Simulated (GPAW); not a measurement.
Runs of GPAW 26.7.0 on Ga3Se. Symmetry: Pm-3m, No. 221, cubic system. The conventional cell has a = 4.432 Å, b = 4.432 Å, c = 4.432 Å, α = 90.00°, β = 90.00°, γ = 90.00°. Around Se (site symmetry m-3m) lie 12 Ga at 3.13 Å. Ga (site symmetry 4/mmm) is surrounded by 4 Se at 3.13 Å and 8 Ga at 3.13 Å. The cell comes from a database or a generator and needn't be the stable form of this composition.

```tsv
level	gap on the mesh (eV)	pressure (GPa)	relaxed volume (Å³/atom)
PBEsol+D3(BJ)+ATM	none	0.0	19.06
PBEsol+D3(BJ)	none	0.0	18.95
PBEsol	none	-0.1	19.91
PBEsol+D3	none	0.0	(b)
PBEsol+D4	none	0.0	(a)
```

Alike in all rows: task relaxation of cell and atoms; potentials or basis PAW data sets generated in the run's folder for this functional, pw; no spin polarisation; cell relaxed; k mesh 6 × 6 × 6; cutoff (eV) 600; smearing fermi-dirac 0.05 eV.

Task: Fill in the values left out.

Result: (a) 19.13; (b) 19.39.

Caveats: later steps reuse the first step's grids; pairwise dispersion overbinds metals, which lowers pressure and volume (some runs).

A k mesh can miss the band edges, and the runs leave out spin-orbit coupling on Ga, Se.

A gap of «none» marks a metal or a gap under the smearing width.
